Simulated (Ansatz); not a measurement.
# ClF3Hf: the cost of one run

All numbers below are computed with Ansatz 0.2.0 (RKS B3LYP/def2-SVP).

## 1. The structure to begin with

Bond lengths: Hf1–F2 1.980 Å, Hf1–Cl3 2.520 Å, Hf1–F4 1.979 Å, Hf1–F5 1.979 Å. Angles: F2–Hf1–Cl3 109.5°, F2–Hf1–F4 109.5°, F2–Hf1–F5 109.5°, Cl3–Hf1–F4 109.5°, Cl3–Hf1–F5 109.5°, F4–Hf1–F5 109.5°.

Structure file:

```xyz
5

Hf    0.0000    0.0000    0.0000
F     0.0000    0.0000    1.9800
Cl    2.3764    0.0000   -0.8392
F    -0.9326    1.6157   -0.6593
F    -0.9326   -1.6157   -0.6593
```

## 2. Relaxing the start

input.yaml reads:

```yaml
crystal:
  periodic: [false, false, false]
  atoms:
    - { symbol: Hf, position_ang: [0.0, 0.0, 0.0] }
    - { symbol: F, position_ang: [0.0, 0.0, 1.98] }
    - { symbol: Cl, position_ang: [2.3764, 0.0, -0.8392] }
    - { symbol: F, position_ang: [-0.9326, 1.6157, -0.6593] }
    - { symbol: F, position_ang: [-0.9326, -1.6157, -0.6593] }
basis:
  gaussian: { orbitals: def2-SVP }
hamiltonian:
  xc: b3lyp
relax:
  f_tol: 0.02
  max_steps: 40
```

Started as:

```sh
$ ansatz run input.yaml --threads 2 --pin off --max-ram 3072MiB --backend cpu --events-out ev --progress --plain --runs-dir out
```

**Question.** How long does this run take on 2 threads of Intel Xeon 6975P-C (Granite Rapids), shared host, and how much memory does it need?

About 10 s, with a peak of 0.21 GiB.
